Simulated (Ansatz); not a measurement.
Consider a rigid torsion scan of C2H3BrO, SMILES C=C(O)Br (Ansatz's Python interface).

Script `torsion_c2h3bro.py`:
```python
"""Rigid torsion scan of C2H3BrO."""

import warnings

import ansatz as az
from ase import Atoms

BASIS = "def2-SVP"
FUNCTIONAL = "pbe0"
FMAX = 0.02
METHOD = "mp2"

warnings.simplefilter("ignore", az.DeckWarning)

atoms = Atoms(["C", "C", "O", "Br", "H", "H", "H"], positions=[
    (-0.0838, 0.4824, 0.7021),
    (-0.2606, -0.2281, -0.4088),
    (0.7771, -0.9101, -0.953),
    (-1.8178, -0.3817, -1.296),
    (-0.9805, 1.0573, 1.0821),
    (0.8101, 0.6491, 1.2121),
    (1.6167, -0.737, -0.3841),
])

# relax first, so that the scan starts from a minimum
first = (
    az.Crystal.molecule_from_ase(atoms).calculation()
    .basis(gaussian=BASIS)
    .scf(lower_state_search="off")
    .functional(FUNCTIONAL)
    .relax(force_tolerance=FMAX, max_steps=80)
)
atoms.positions = first.run(threads=1, pin="off").report["positions_ang"]

start = atoms.get_dihedral(2, 1, 0, 4)
energies = {}
for turn in range(0, 360, 30):
    turned = atoms.copy()
    turned.set_dihedral(2, 1, 0, 4, start + turn, indices=[0, 4, 5])
    base = az.Crystal.molecule_from_ase(turned).calculation()
    base = base.basis(gaussian=BASIS)
    base = base.correlation(METHOD).scf(lower_state_search="off")
    energies[round((start + turn) % 360)] = base.run(threads=1, pin="off").report["free_energy_ev"]
floor = min(energies.values())
print("dihedral O2-C1-C0-H4 (deg)   E - E(min) (eV)")
for angle, e in sorted(energies.items()):
    print(f"{angle:8d} {(e - floor):14.3f}  " + "#" * int(30 * (e - floor) / max(max(energies.values()) - floor, 1e-9)))
```

Where along the turn do the lowest and the highest point lie, and how far apart are they?

The lowest point is at 180° and the highest at 90°, 3.042 eV (293.5 kJ/mol) above it, with the rest of the molecule held.

The output:

```console
$ python torsion_c2h3bro.py
dihedral O2-C1-C0-H4 (deg)   E - E(min) (eV)
      30          0.397  ###
      60          1.554  ###############
      90          3.042  #############################
     120          1.552  ###############
     150          0.395  ###
     180          0.000
     210          0.395  ###
     240          1.551  ###############
     270          3.042  ##############################
     300          1.555  ###############
     330          0.398  ###
     360          0.003
```

Reading the output:
- These settings explore the input space; basis and method may be short of convergence.
- The scan is rigid and the energies are electronic, in a modest basis. With rigid groups the curve can differ much from the relaxed path, the start wasn't checked as a minimum of this torsion, and equivalent turns needn't return to the same energy.
- The start is relaxed with a density functional and scanned with the wavefunction method, so it isn't exactly that method's minimum.
- Timing: 30 s on 1 thread of Intel(R) Xeon(R) Platinum 8488C (Sapphire Rapids) (shared host), peak memory 0.24 GiB.

(Lines on the test bed's own set-up are left out of the output.)
